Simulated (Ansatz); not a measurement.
**C₂H₇GaO: taking an electron away**

One table from this session's results is given with a row withheld; the runs are named, their logs left out.

Program: Ansatz 0.2.0, Gaussian basis. Level of theory: unrestricted cation, the program's frozen cores in correlated methods. These are calculated values, not measurements.

Plan: UKS PBE-D4/def2-TZVPP; UKS r2SCAN-D4/def2-TZVPP; UKS PBE0-D4/def2-TZVPP; UKS B3LYP-D4/def2-TZVPP; UKS wB97X-V/def2-TZVPP; UKS wB97M-V/def2-TZVPP; UKS B2PLYP/def2-TZVPP; UHF-CCSD(T)/def2-TZVPP; UHF-MP2/def2-QZVPP; extrapolation to the limit; then −ε(HOMO) from the neutral's earlier runs with LDA (SPW92), PBE-D4, revPBE-D4, BLYP-D4, r2SCAN-D4, B97M-V, PBE0-D4, B3LYP-D4, r2SCANh-D4, r2SCAN0-D4, HSE06-D4, BHLYP-D4, CAM-B3LYP-D4, LC-ωPBE, ωB97X-V, ωB97M-V.

### The geometry

An earlier PBE0-D4 in a triple-zeta def2 set relaxation fixed the geometry.

SMILES `C[CH](O)[GaH2]`, 11 atoms, charge 0, spin multiplicity 1.

Atoms are counted from 1 here; the program's logs count them from 0.

Bond lengths: C1–C2 1.501 Å, C1–H5 1.093 Å, C1–H6 1.097 Å, C1–H7 1.095 Å, C2–O3 1.475 Å, C2–Ga4 1.972 Å, C2–H8 1.090 Å, O3–H9 0.963 Å, Ga4–H10 1.573 Å, Ga4–H11 1.565 Å. Angles: C2–C1–H5 109.9°, C2–C1–H6 111.7°, C2–C1–H7 111.8°, H5–C1–H6 107.7°, H5–C1–H7 107.1°, H6–C1–H7 108.4°, C1–C2–O3 112.0°, C1–C2–Ga4 123.6°, C1–C2–H8 111.4°, O3–C2–Ga4 83.4°, O3–C2–H8 105.1°, Ga4–C2–H8 116.1°, C2–O3–H9 107.9°, C2–Ga4–H10 114.5°, C2–Ga4–H11 121.2°, H10–Ga4–H11 123.0°.

The first run:

Contents of in.yaml:

```yaml
crystal:
  periodic: [false, false, false]
  atoms:
    - {symbol: C, position_ang: [-0.861512, 1.068557, 0.329570]}
    - {symbol: C, position_ang: [-0.436224, -0.361265, 0.164392]}
    - {symbol: O, position_ang: [0.645056, -0.728771, 1.098423]}
    - {symbol: Ga, position_ang: [0.849435, -0.966600, -1.202929]}
    - {symbol: H, position_ang: [-1.688548, 1.292185, -0.348701]}
    - {symbol: H, position_ang: [-1.202606, 1.274384, 1.351721]}
    - {symbol: H, position_ang: [-0.050811, 1.764615, 0.089221]}
    - {symbol: H, position_ang: [-1.252370, -1.047160, 0.391387]}
    - {symbol: H, position_ang: [1.115650, 0.076239, 1.338388]}
    - {symbol: H, position_ang: [1.938784, 0.099801, -1.592506]}
    - {symbol: H, position_ang: [0.943136, -2.471977, -1.618975]}
basis:
  gaussian: {orbitals: def2-TZVPP}
total_charge: 1
magnetization: {spin_polarized: true, initial_magnetization: 1}
hamiltonian: {xc: pbe, dispersion: d4}
```

Run with:

```sh
$ ansatz run in.yaml --threads 2 --pin off --events-out ev --progress --plain --max-ram 32768MiB --backend cpu
```

Among the steps run: Cation, UKS PBE-D4/def2-TZVPP; Cation, UKS r2SCAN-D4/def2-TZVPP; Cation, UKS PBE0-D4/def2-TZVPP; Cation, UKS B3LYP-D4/def2-TZVPP; Cation, UKS wB97X-V/def2-TZVPP; Cation, UKS wB97M-V/def2-TZVPP; Cation, UKS B2PLYP (frozen core)/def2-TZVPP; Cation, UHF-CCSD(T)/def2-TZVPP; Cation, UHF-MP2/def2-QZVPP.

One of the session's tables, all rows but one given; the rest of the session is left out.

It belongs to the step «Ionisation energies side by side». For comparison, −ε(HOMO) of the neutral from earlier runs:

| functional | −ε(HOMO) (eV) |
| --- | --- |
| LDA (SPW92) | 5.69 |
| PBE-D4 | ? |
| revPBE-D4 | 5.48 |
| BLYP-D4 | 5.46 |
| r2SCAN-D4 | 5.77 |
| B97M-V | 5.86 |
| PBE0-D4 | 6.76 |
| B3LYP-D4 | 6.59 |
| r2SCANh-D4 | 6.22 |
| r2SCAN0-D4 | 6.92 |
| HSE06-D4 | 6.36 |
| BHLYP-D4 | 7.94 |
| CAM-B3LYP-D4 | 8.14 |
| LC-ωPBE | 9.43 |
| ωB97X-V | 9.10 |
| ωB97M-V | 9.00 |

Q: Estimate the row for PBE-D4 from the others.

The run gave: −ε(HOMO) (eV): 5.55. In the column «−ε(HOMO) (eV)» it lies between revPBE-D4 (5.48) and LDA (SPW92) (5.69).
